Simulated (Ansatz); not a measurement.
**MnPt3: energy and stress against strain**

This session takes MnPt3 and sets out to strain the cell along the Voigt pattern (0, 0, 1, 0, 0, 0).

Computed with Ansatz 0.2.0 (DFT PBEsol, scalar-relativistic, plane waves, PAW, unless a step's input says otherwise).

1 further run of the same task is left out (set aside as unsound or not needed).

**1. Starting point**

Symmetry: Pm-3m, No. 221, cubic system. The conventional cell has a = 3.873 Å, b = 3.873 Å, c = 3.873 Å, α = 90.00°, β = 90.00°, γ = 90.00°. Mn (site symmetry m-3m) has 12 Pt at 2.74 Å as nearest neighbours. Pt (site symmetry 4/mmm) is surrounded by 4 Mn at 2.74 Å and 8 Pt at 2.74 Å.

Structure file:

```cif
data_structure
_symmetry_space_group_name_H-M 'Pm-3m'
_symmetry_Int_Tables_number 221
_cell_length_a 3.8731
_cell_length_b 3.8731
_cell_length_c 3.8731
_cell_angle_alpha 90.000
_cell_angle_beta 90.000
_cell_angle_gamma 90.000
_cell_volume 58.10
loop_
_atom_site_label
_atom_site_type_symbol
_atom_site_symmetry_multiplicity
_atom_site_Wyckoff_symbol
_atom_site_fract_x
_atom_site_fract_y
_atom_site_fract_z
_atom_site_occupancy
Mn1 Mn 1 a 0.00000 0.00000 0.00000 1
Pt1 Pt 3 c 0.00000 0.50000 0.50000 1
```

It is the result of an earlier relaxation at this level (volume 14.52 Å³/atom; gap on the mesh: none (metal), site moments up to 3.7 μB).

**2. Zero of energy**

Reference values: F = -41021.4802 eV; pressure 0.02 GPa; largest force 0.000 eV/Å; gap on the mesh none (metal). It was computed beforehand with the settings of the runs below.

**3. Setting up energy and stress against strain**

The cell is strained by ε times the Voigt pattern (0, 0, 1, 0, 0, 0) (xx, yy, zz, yz, xz, xy; engineering shear), with fractional coordinates fixed (clamped ions). The stress on the pattern is the sum of the stress components weighted by it, tension positive.

**4. Point ε = -0.1000**

File input.yaml:

```yaml
crystal:
  lattice:
    - [3.8730712852, 0.0, 0.0]
    - [0.0, 3.8730712852, 0.0]
    - [0.0, 0.0, 3.4857641567]
  atoms:
    - { symbol: Mn, position: [0.0, 0.0, 0.0], spin: 4.07 }
    - { symbol: Pt, position: [0.0, 0.5, 0.5], spin: 0.17 }
    - { symbol: Pt, position: [0.5, 0.0, 0.5], spin: 0.17 }
    - { symbol: Pt, position: [0.5, 0.5, 0.0], spin: 0.17 }
basis:
  ecutwfc: 420
kpoints:
  mp_grid: { grid: [12, 12, 12] }
hamiltonian:
  xc: pbesol
scf:
  occupations: { method: gaussian, width: 0.15 }
output:
  forces: true
  stress: true
  eigenvalues: true
  populations: true
magnetization:
  spin_polarized: true
```

Started as:

```
$ ansatz run input.yaml --threads 1 --pin off --max-ram 2560MiB --backend cpu --events-out ev --progress --plain --runs-dir out
```

**5. Point ε = 0.0750**

Changes to input.yaml since step 4:

```diff
@@ -4,3 +4,3 @@
     - [0.0, 3.8730712852, 0.0]
-    - [0.0, 0.0, 3.4857641567]
+    - [0.0, 0.0, 4.1635516316]
   atoms:
```

**6. ε = -0.0500**

Changes to input.yaml since step 5:

```diff
@@ -4,3 +4,3 @@
     - [0.0, 3.8730712852, 0.0]
-    - [0.0, 0.0, 4.1635516316]
+    - [0.0, 0.0, 3.6794177209]
   atoms:
```

**7. At ε = 0.0250**

Changes to input.yaml since step 6:

```diff
@@ -4,3 +4,3 @@
     - [0.0, 3.8730712852, 0.0]
-    - [0.0, 0.0, 3.6794177209]
+    - [0.0, 0.0, 3.9698980673]
   atoms:
```

**8. ε = 0.1000**

Changes to input.yaml since step 7:

```diff
@@ -4,3 +4,3 @@
     - [0.0, 3.8730712852, 0.0]
-    - [0.0, 0.0, 3.9698980673]
+    - [0.0, 0.0, 4.2603784137]
   atoms:
```

(Steps that only read results are left out.)

What does the calculation give? Wanted: slope of the stress at ε = 0, from the points at -0.0500, 0 and 0.0250.

As calculated:

```
                                                              quantity    value
slope of the stress at ε = 0, from the points at -0.0500, 0 and 0.0250  354 GPa
```

What this shows: The slope of the stress at zero strain, 354 GPa, estimates C33 with clamped ions in this Cartesian frame; letting the atoms relax could not make it stiffer. The step is wide, so higher orders mix in. The undisturbed cell stays the lowest of the sampled points. Compression costs more than tension: 194.0 against 129.3 meV/atom at the ends. The runs treat Pt without spin-orbit coupling.
